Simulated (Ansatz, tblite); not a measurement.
# Ti(NH2)Cl3 (Cl3H2NTi): rung by rung

How do method and basis change the picture of Ti(NH2)Cl3 (Cl3H2NTi) (singlet)?

The runs use Ansatz 0.2.0, Gaussian basis; as each input shows.

The runs, in order: GFN1-xTB, GFN2-xTB, PBE-D4/def2-TZVP, r2SCAN-D4/def2-TZVP, CAM-B3LYP-D4/def2-TZVP, HSE06-D4/def2-TZVP, BLYP-D4/def2-TZVP, PBE-QIDH/def2-TZVP, LDA/def2-TZVP, revPBE-D4/def2-TZVP, LC-ωPBE/def2-TZVP, PBE-D4/def2-SVP, PBE0-D4/def2-SVP, HF/6-31G, B3LYP-D4/6-31G, PBE0-D4/def2-TZVPD, PBE-D4/def2-TZVPD, r2SCAN-D4/def2-TZVPD, CCSD(T)/def2-TZVP, RPA/def2-TZVP.

## (1) The structure

The singlet was relaxed beforehand with r2SCAN-D4/def2-SVP.

7 atoms, charge 0, spin multiplicity 1.

Bond lengths: Ti1–N2 1.835 Å, Ti1–Cl5 2.185 Å, Ti1–Cl6 2.187 Å, Ti1–Cl7 2.197 Å, N2–H3 1.020 Å, N2–H4 1.021 Å. Angles: N2–Ti1–Cl5 106.5°, N2–Ti1–Cl6 106.9°, N2–Ti1–Cl7 108.8°, Cl5–Ti1–Cl6 114.5°, Cl5–Ti1–Cl7 110.4°, Cl6–Ti1–Cl7 109.4°, Ti1–N2–H3 124.4°, Ti1–N2–H4 124.2°, H3–N2–H4 111.3°.

Formally the metal is d0. No spin-orbit coupling is included.

PBE0-D4/def2-TZVP was run before; its log isn't repeated, and its numbers join the tables.

## (2) GFN1-xTB

Tight binding, by tblite at 300 K electronic temperature and without a spin-polarisation term:

```python
tblite.interface.Calculator('GFN1-xTB', numbers, positions, charge=0, uhf=0).singlepoint()
```

Energy -502.6466 eV, HOMO -12.44 eV, LUMO -10.43 eV; 0.007 s.

## (3) GFN2-xTB

Tight binding, by tblite at 300 K electronic temperature and without a spin-polarisation term:

```python
tblite.interface.Calculator('GFN2-xTB', numbers, positions, charge=0, uhf=0).singlepoint()
```

Energy -527.6491 eV, HOMO -11.63 eV, LUMO -9.15 eV; 0.005 s.

## (4) PBE-D4/def2-TZVP

start.molden holds the orbitals of an earlier run on this state, given as this run's starting guess.

Input file in.yaml:

```yaml
crystal:
  periodic: [false, false, false]
  atoms:
    - {symbol: Ti, position_ang: [0.008503, 0.011311, -0.669644]}
    - {symbol: N, position_ang: [0.016542, 0.025382, 1.165063]}
    - {symbol: H, position_ang: [0.771672, -0.346563, 1.741640]}
    - {symbol: H, position_ang: [-0.761906, 0.351605, 1.739127]}
    - {symbol: Cl, position_ang: [2.099818, -0.031070, -1.300352]}
    - {symbol: Cl, position_ang: [-1.099385, 1.783123, -1.314995]}
    - {symbol: Cl, position_ang: [-1.035244, -1.793788, -1.360849]}
basis:
  gaussian: {orbitals: def2-TZVP, initial_orbitals: start.molden}
hamiltonian: {xc: pbe, dispersion: d4}
scf: {omitted_lower_state_checks: [starts]}
output: {orbitals: {seedname: orbitals}}
```

The run is started by

```bash
ansatz run in.yaml --threads 4 --pin off --events-out ev --progress --plain --max-ram 3916MiB
```

After this run come: r2SCAN-D4/def2-TZVP; CAM-B3LYP-D4/def2-TZVP; HSE06-D4/def2-TZVP; BLYP-D4/def2-TZVP; PBE-QIDH/def2-TZVP; LDA/def2-TZVP; revPBE-D4/def2-TZVP; LC-ωPBE/def2-TZVP; PBE-D4/def2-SVP; PBE0-D4/def2-SVP; HF/6-31G; B3LYP-D4/6-31G; PBE0-D4/def2-TZVPD; PBE-D4/def2-TZVPD; r2SCAN-D4/def2-TZVPD; CCSD(T)/def2-TZVP; RPA/def2-TZVP.

Before running them: what should the planned runs give, taken together? Wanted: gap in def2-TZVP, named functionals, smallest and largest; correlation energy, CCSD(T)/def2-TZVP; binding an atom, CCSD(T)/def2-TZVP; PBE0 total energy, smallest basis above largest.

The runs gave:

```
                                                 quantity                              value
gap in def2-TZVP, named functionals, smallest and largest  2.96 eV (LDA), 10.21 eV (LC-ωPBE)
                    correlation energy, CCSD(T)/def2-TZVP                          -34.49 eV
                       binding an atom, CCSD(T)/def2-TZVP                           3.502 eV
          PBE0 total energy, smallest basis above largest    17.84 eV (def2-SVP, def2-TZVPD)
```

What this shows: Orbital gaps of the named functionals in def2-TZVP span 2.96 eV (LDA) to 10.21 eV (LC-ωPBE); exact exchange widens it. A small miss in a minimal or small basis is a cancelling of errors, not accuracy. The functionals in def2-TZVP miss CCSD(T)/def2-TZVP by +0.050 (LC-ωPBE) to +0.151 eV (HSE06-D4) an atom. The reference is CCSD(T) in one finite basis, so it carries an error of its own, often a tenth of an eV or more, and near misses can't be ranked.
